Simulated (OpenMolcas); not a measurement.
**Mo⁵⁺ among point charges: CASSCF and CASPT2 levels and susceptibility**

Aim: the splitting of the states of Mo⁵⁺ in the field of 6 point charges, its lowest levels with spin-orbit coupling and its magnetic susceptibility.

Program: OpenMolcas 26.06. Level of theory: state-averaged CASSCF and CASPT2, spin-orbit coupling by RASSI with atomic mean-field integrals. These are calculated values, not measurements, unless marked.

## Step 1: The atom as given

```
Species                           : Mo⁵⁺ (molybdenum, Z = 42, 37 electrons)
Basis                             : ANO-RCC-VDZP [6s5p3d1f], 43 functions
Scalar Hamiltonian                : DKH2, point nucleus
Inactive shells                   : 1s 2s 2p 3s 3p 3d 4s 4p
Active space                      : 1 electron in 5 orbitals (4d)
Some configurations of this space : 4d
Orbitals                          : optimised for each spin and parity, averaged over all roots
```

The outer shells:

4d
```
4d [↑ ][  ][  ][  ][  ]
```

The ion sits among 6 point charges of -1.7 e arranged as a trigonal prism (D3h), 2.3 Å from the ion, with a polar angle of 58.9° against the regular 49.1°.

Each step is its own input file, run in one work folder so that later steps find the files of earlier ones. Labels, J, g values, rates, χT and fits are worked out afterwards by a script from the matrices that RASSI stores.

## Step 2: One- and two-electron integrals

a.inp reads:

```
&GATEWAY
Coord
1

Mo 0.0 0.0 0.0
Basis=ANO-RCC-VDZP
Group=NoSym
NoMove
AngMom=0.0 0.0 0.0
AMFI
XField
6 Angstrom 0
1.969829 0.000000 1.187339 -1.700000
-0.984914 1.705922 1.187339 -1.700000
-0.984914 -1.705922 1.187339 -1.700000
1.969829 0.000000 -1.187339 -1.700000
-0.984914 1.705922 -1.187339 -1.700000
-0.984914 -1.705922 -1.187339 -1.700000
&SEWARD
```

## Step 3: CASSCF: doublets, 5 roots

a.inp reads:

```
&RASSCF
FileOrb=start.orb
Symmetry=1
Spin=2
nActEl=1 0 0
Inactive=18
Ras2=5
CIRoot=5 5 1
SDav=5
CIMx=300
Iter=120 100
PrWF=0.3
OrbListing=Nothing
MaxOrb=0
>>> COPY $Project.JobIph JOB001
```

start.orb holds the contracted functions of the basis, ordered by shell, or the orbitals of the step before.

## Step 4: RASSI: spin-orbit coupling between the states

a.inp reads:

```
&RASSI
NrOfJobIphs=1 5
1 2 3 4 5
IphNames
JOB001
EJob
SpinOrbit
DIPRint=1.0
SOCoupling=1000.0
Subsets=2
Property=9
'ANGMOM' 1 'ANGMOM' 2 'ANGMOM' 3 'MLTPL  1' 1 'MLTPL  1' 2 'MLTPL  1' 3
'AMFI' 1 'AMFI' 2 'AMFI' 3
SOProperty=3
'ANGMOM' 1 'ANGMOM' 2 'ANGMOM' 3
```

## Step 5: CASPT2: IPEA 0.25, imaginary shift 0.1 (closed shells correlated: 4s 4p)

a.inp reads:

```
>>> COPY JOB001 $Project.JobIph
&CASPT2
Multistate=5 1 2 3 4 5
NoMult
Frozen=14
IPEA=0.25
Imaginary=0.1
MaxIter=60
WThr=0.0 0.3 0.05
PrWF=0.5
NoMix
```

(Steps that only read results are left out.)

**Question.** What will these runs give? Wanted: spin-free ground state; first state of the same spin within the active space; lowest level; next level.

**Answer**, as computed:

```
                                            quantity                                                                        value
                                              method  SS-CASPT2, IPEA 0.25, imaginary shift 0.1 (closed shells correlated: 4s 4p)
                              spin-free ground state                                              2A1, 1-fold in its orbital part
first state of the same spin within the active space                                                              2E at 3220 cm⁻¹
                                        lowest level                                            2-fold E1/2, g = 0.08, 0.08, 1.74
                                          next level                                                                  3075.2 cm⁻¹
                                         χT at 300 K                                                               0.16 cm³ K/mol
                           effective moment at 300 K                                                                      1.14 μB
```

Cost by method:

| method | time of its own steps | time with the reference |
| --- | --- | --- |
| A. CASSCF | 0.93 s | 0.93 s |
| B. SS-CASPT2, IPEA 0.25, imaginary shift 0.1, +4s 4p | 0.36 s | 1.3 s |

Times are of one thread on a shared host.

What this shows: The spin-free ground state (2A1) comes to 100 % from free-ion D terms and keeps the highest spin of the shell. χT at 300 K is 0.16, against 0.38 cm³ K/mol for the spin alone, so orbital moment lowers it. CASPT2 does not keep the components of a term degenerate, and the means are used. The field of point charges can differ much from that of real complexes. Point charges carry no covalency, so the field is a model and not that of real ligands.
